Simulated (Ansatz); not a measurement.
# CH8B3NS: the cost of one run

Program: Ansatz 0.2.0. Level of theory: RKS B3LYP/6-31G*. These are calculated values, not measurements.

## Step 1: Starting point

Bond lengths: B1–C2 1.560 Å, C2–N3 1.437 Å, C2–B4 1.650 Å, B4–B5 1.678 Å, B5–S6 1.900 Å, B1–H7 1.182 Å, B1–H8 1.191 Å, C2–H9 1.067 Å, N3–H10 1.046 Å, N3–H11 1.039 Å, B4–H12 1.162 Å, B5–H13 1.210 Å, S6–H14 1.379 Å. Angles (14 of 19 angles, heavy atoms first): B1–C2–N3 107.7°, B1–C2–B4 110.9°, N3–C2–B4 108.8°, C2–B4–B5 116.9°, B4–B5–S6 117.6°, B1–C2–H9 109.5°, N3–C2–H9 109.8°, B4–C2–H9 110.0°, C2–B1–H7 122.6°, C2–B1–H8 118.5°, C2–N3–H10 110.2°, C2–N3–H11 110.9°, C2–B4–H12 119.2°, B5–B4–H12 121.3°.

Structure file:

```xyz
14

B    -1.3954   -0.6632    1.2935
C    -0.2942   -0.8513    0.2040
N     0.5662   -1.9204    0.6312
B     0.6055    0.5217    0.0342
B     0.1153    1.6102   -1.1453
S     0.9807    3.3009   -1.1969
H    -1.1451   -0.3372    2.4017
H    -2.5383   -0.7220    0.9632
H    -0.7520   -1.1055   -0.7257
H     1.3193   -2.0823   -0.0758
H     0.0366   -2.8093    0.7204
H     1.3167    0.8428    0.8947
H    -0.7783    1.3861   -1.9299
H     1.9501    2.8004   -2.0406
```

## Step 2: End point A

input.yaml reads:

```yaml
crystal:
  periodic: [false, false, false]
  atoms:
    - { symbol: B, position_ang: [-1.3954, -0.6632, 1.2935] }
    - { symbol: C, position_ang: [-0.2942, -0.8513, 0.204] }
    - { symbol: "N", position_ang: [0.5662, -1.9204, 0.6312] }
    - { symbol: B, position_ang: [0.6055, 0.5217, 0.0342] }
    - { symbol: B, position_ang: [0.1153, 1.6102, -1.1453] }
    - { symbol: S, position_ang: [0.9807, 3.3009, -1.1969] }
    - { symbol: H, position_ang: [-1.1451, -0.3372, 2.4017] }
    - { symbol: H, position_ang: [-2.5383, -0.722, 0.9632] }
    - { symbol: H, position_ang: [-0.752, -1.1055, -0.7257] }
    - { symbol: H, position_ang: [1.3193, -2.0823, -0.0758] }
    - { symbol: H, position_ang: [0.0366, -2.8093, 0.7204] }
    - { symbol: H, position_ang: [1.3167, 0.8428, 0.8947] }
    - { symbol: H, position_ang: [-0.7783, 1.3861, -1.9299] }
    - { symbol: H, position_ang: [1.9501, 2.8004, -2.0406] }
basis:
  gaussian: { orbitals: "6-31G*" }
hamiltonian:
  xc: b3lyp
relax:
  f_tol: 0.02
  max_steps: 50
```

Run with:

```
$ ansatz run input.yaml --threads 2 --pin off --max-ram 3072MiB --backend cpu --events-out ev --progress --plain --runs-dir out
```

What time and memory should one allow on 2 threads of Intel Xeon Platinum 8488C (Sapphire Rapids), shared host?

About 1.8 min, with a peak of 0.27 GiB.
